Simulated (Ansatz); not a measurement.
# Molecular dynamics of Li3BiB2O6

Input:

```yaml
crystal:
  lattice:
    - [5.208486, 0.0, 0.0]
    - [0.207286, 7.258276, 0.0]
    - [0.347796, 2.890101, 7.959153]
  atoms:
    - { symbol: Li, position: [0.178463, 0.073473, 0.080029] }
    - { symbol: Li, position: [0.313823, 0.948968, 0.737063] }
    - { symbol: Li, position: [0.323995, 0.23802, 0.373716] }
    - { symbol: Li, position: [0.676005, 0.76198, 0.626284] }
    - { symbol: Li, position: [0.686177, 0.051032, 0.262937] }
    - { symbol: Li, position: [0.821537, 0.926527, 0.919971] }
    - { symbol: B, position: [0.176394, 0.859973, 0.434552] }
    - { symbol: B, position: [0.337488, 0.688594, 0.081371] }
    - { symbol: B, position: [0.662512, 0.311406, 0.918629] }
    - { symbol: B, position: [0.823606, 0.140027, 0.565448] }
    - { symbol: Bi, position: [0.167915, 0.435987, 0.713045] }
    - { symbol: Bi, position: [0.832085, 0.564013, 0.286955] }
    - { symbol: O, position: [0.082709, 0.19433, 0.58219] }
    - { symbol: O, position: [0.247772, 0.522549, 0.222132] }
    - { symbol: O, position: [0.170174, 0.828854, 0.982101] }
    - { symbol: O, position: [0.294646, 0.764571, 0.593542] }
    - { symbol: O, position: [0.308574, 0.999296, 0.304683] }
    - { symbol: O, position: [0.391712, 0.293005, 0.946189] }
    - { symbol: O, position: [0.608288, 0.706995, 0.053811] }
    - { symbol: O, position: [0.691426, 0.000704, 0.695317] }
    - { symbol: O, position: [0.705354, 0.235429, 0.406458] }
    - { symbol: O, position: [0.829826, 0.171146, 0.017899] }
    - { symbol: O, position: [0.752228, 0.477451, 0.777868] }
    - { symbol: O, position: [0.917291, 0.80567, 0.41781] }
basis:
  ecutwfc: 500.0
kpoints:
  mp_grid: { grid: [2, 1, 1] }
hamiltonian:
  xc: r2scan
  dispersion: d3bj
scf:
  occupations: { method: fermi_dirac, width: 0.05 }
  lower_state_search: "off"
md:
  timestep: 1
  n_steps: 20
  ensemble: npt_langevin
  temperature: 1200.0
  initial_velocities: maxwell_boltzmann
  seed: 716070
  friction: 0.02
  pressure: 0.0
  fix_cell: [shape]
```

Launched with:

```bash
$ ansatz run input.yaml --threads 1 --pin off --max-ram 3072MiB --backend cpu --events-out ev --progress --plain --runs-dir out
```

It starts from an unrelaxed structure (largest force component 1.16 eV/Å).

Output, in part (step lines):

```
md step     0: t =     0.00 fs  T =  1150.0 K  F+E_penalty+E_count = -33524.44947908 eV  E_kin = 3.567576 eV  conserved = -33521.47202714 eV  P_inst = -9.7281 GPa  V = 300.8928 Å³  selection 1  (9 SCF iters)
md step     1: t =     1.00 fs  T =  1132.3 K  F+E_penalty+E_count = -33524.36175448 eV  E_kin = 3.512710 eV  conserved = -33521.47137842 eV  P_inst = -9.9324 GPa  V = 300.8773 Å³  selection 1  (9 SCF iters)
md step     2: t =     2.00 fs  T =  1075.0 K  F+E_penalty+E_count = -33524.21030825 eV  E_kin = 3.334999 eV  conserved = -33521.47028689 eV  P_inst = -10.0235 GPa  V = 300.8692 Å³  selection 1  (9 SCF iters)
md step     3: t =     3.00 fs  T =  1033.5 K  F+E_penalty+E_count = -33524.00230720 eV  E_kin = 3.206194 eV  conserved = -33521.46984115 eV  P_inst = -9.9754 GPa  V = 300.8749 Å³  selection 1  (9 SCF iters)
md step     4: t =     4.00 fs  T =   971.1 K  F+E_penalty+E_count = -33523.74635705 eV  E_kin = 3.012664 eV  conserved = -33521.46964674 eV  P_inst = -9.8166 GPa  V = 300.8517 Å³  selection 1  (9 SCF iters)
md step     5: t =     5.00 fs  T =   957.8 K  F+E_penalty+E_count = -33523.44404739 eV  E_kin = 2.971351 eV  conserved = -33521.46912754 eV  P_inst = -9.4963 GPa  V = 300.8186 Å³  selection 1  (7 SCF iters)
md step     6: t =     6.00 fs  T =   849.0 K  F+E_penalty+E_count = -33523.12615059 eV  E_kin = 2.633825 eV  conserved = -33521.46837418 eV  P_inst = -9.1439 GPa  V = 300.7035 Å³  selection 1  (7 SCF iters)
md step     7: t =     7.00 fs  T =   759.3 K  F+E_penalty+E_count = -33522.84726622 eV  E_kin = 2.355663 eV  conserved = -33521.46626665 eV  P_inst = -8.6654 GPa  V = 300.4643 Å³  selection 1  (7 SCF iters)
md step     8: t =     8.00 fs  T =   746.9 K  F+E_penalty+E_count = -33522.63496492 eV  E_kin = 2.316913 eV  conserved = -33521.46540243 eV  P_inst = -8.1386 GPa  V = 300.1911 Å³  selection 1  (7 SCF iters)
md step     9: t =     9.00 fs  T =   781.2 K  F+E_penalty+E_count = -33522.48405300 eV  E_kin = 2.423493 eV  conserved = -33521.46554941 eV  P_inst = -7.5584 GPa  V = 299.8983 Å³  selection 1  (7 SCF iters)
md step    10: t =    10.00 fs  T =   762.7 K  F+E_penalty+E_count = -33522.38214896 eV  E_kin = 2.366195 eV  conserved = -33521.46531079 eV  P_inst = -7.0382 GPa  V = 299.6032 Å³  selection 1  (9 SCF iters)
md step    11: t =    11.00 fs  T =   830.3 K  F+E_penalty+E_count = -33522.34591328 eV  E_kin = 2.575931 eV  conserved = -33521.46855580 eV  P_inst = -6.4543 GPa  V = 299.2359 Å³  selection 1  (7 SCF iters)
md step    12: t =    12.00 fs  T =   857.1 K  F+E_penalty+E_count = -33522.36314569 eV  E_kin = 2.659046 eV  conserved = -33521.47115561 eV  P_inst = -5.9027 GPa  V = 298.8090 Å³  selection 1  (7 SCF iters)
md step    13: t =    13.00 fs  T =   968.8 K  F+E_penalty+E_count = -33522.40335937 eV  E_kin = 3.005579 eV  conserved = -33521.47456893 eV  P_inst = -5.2898 GPa  V = 298.4204 Å³  selection 1  (7 SCF iters)
md step    14: t =    14.00 fs  T =  1087.3 K  F+E_penalty+E_count = -33522.44105829 eV  E_kin = 3.372988 eV  conserved = -33521.47587173 eV  P_inst = -4.7213 GPa  V = 298.0333 Å³  selection 1  (7 SCF iters)
md step    15: t =    15.00 fs  T =  1114.9 K  F+E_penalty+E_count = -33522.44020484 eV  E_kin = 3.458610 eV  conserved = -33521.47742939 eV  P_inst = -4.2179 GPa  V = 297.5878 Å³  selection 1  (7 SCF iters)
md step    16: t =    16.00 fs  T =  1055.3 K  F+E_penalty+E_count = -33522.38740062 eV  E_kin = 3.273802 eV  conserved = -33521.47896141 eV  P_inst = -3.7165 GPa  V = 297.0516 Å³  selection 1  (7 SCF iters)
md step    17: t =    17.00 fs  T =  1005.3 K  F+E_penalty+E_count = -33522.30282253 eV  E_kin = 3.118536 eV  conserved = -33521.47571852 eV  P_inst = -3.1986 GPa  V = 296.4433 Å³  selection 1  (7 SCF iters)
md step    18: t =    18.00 fs  T =   988.6 K  F+E_penalty+E_count = -33522.21618608 eV  E_kin = 3.066873 eV  conserved = -33521.47408763 eV  P_inst = -2.6828 GPa  V = 295.8004 Å³  selection 1  (7 SCF iters)
md step    19: t =    19.00 fs  T =   991.7 K  F+E_penalty+E_count = -33522.13244718 eV  E_kin = 3.076611 eV  conserved = -33521.47169969 eV  P_inst = -2.2217 GPa  V = 295.2309 Å³  selection 1  (7 SCF iters)
md step    20: t =    20.00 fs  T =  1008.6 K  F+E_penalty+E_count = -33522.09782352 eV  E_kin = 3.129024 eV  conserved = -33521.46955996 eV  P_inst = -1.9447 GPa  V = 294.7329 Å³  selection 1  (9 SCF iters)
```

All steps were run. The conserved energy stayed within 0.29 meV per atom of its start (net change 0.1 meV per atom), so the integration is sound. The mean temperature of the second half is 19 % below the set value. A run of 0.02 ps of so small a system gives no equilibrium averages. Limits of this set-up: coarse k mesh. The cell's volume went from 301 to 295 Å³.

Mean squared displacements from the first frame to the last, about the centre of mass, the cell's change included: Li 0.05 Å², B 0.02 Å², Bi 0.00 Å², O 0.04 Å².

Last frame:

```xyz
24
Lattice="5.1727 0.0000 0.0000 0.2059 7.2084 0.0000 0.3454 2.8702 7.9045" Properties=species:S:1:pos:R:3
Li 0.979 0.767 0.794
Li 2.131 9.203 5.990
Li 1.777 2.913 2.967
Li 3.618 7.162 5.087
Li 3.783 0.946 2.006
Li 4.889 9.331 7.131
B 1.332 7.556 3.446
B 1.917 5.111 0.526
B 3.766 4.907 7.197
B 4.390 2.453 4.499
Bi 1.171 5.217 5.721
Bi 4.552 4.872 2.237
O 0.723 3.052 4.643
O 1.467 4.252 1.606
O 1.143 8.626 7.802
O 1.898 7.341 4.734
O 1.928 8.144 2.375
O 2.414 4.627 7.337
O 3.129 5.386 0.364
O 3.812 1.941 5.449
O 3.769 2.944 3.372
O 4.319 1.404 0.016
O 4.209 5.655 6.214
O 5.265 6.858 3.383
```

Time of the run: 10 min on 1 thread of Arm Neoverse V2, with other jobs on the host, peak memory 1.3 GiB.
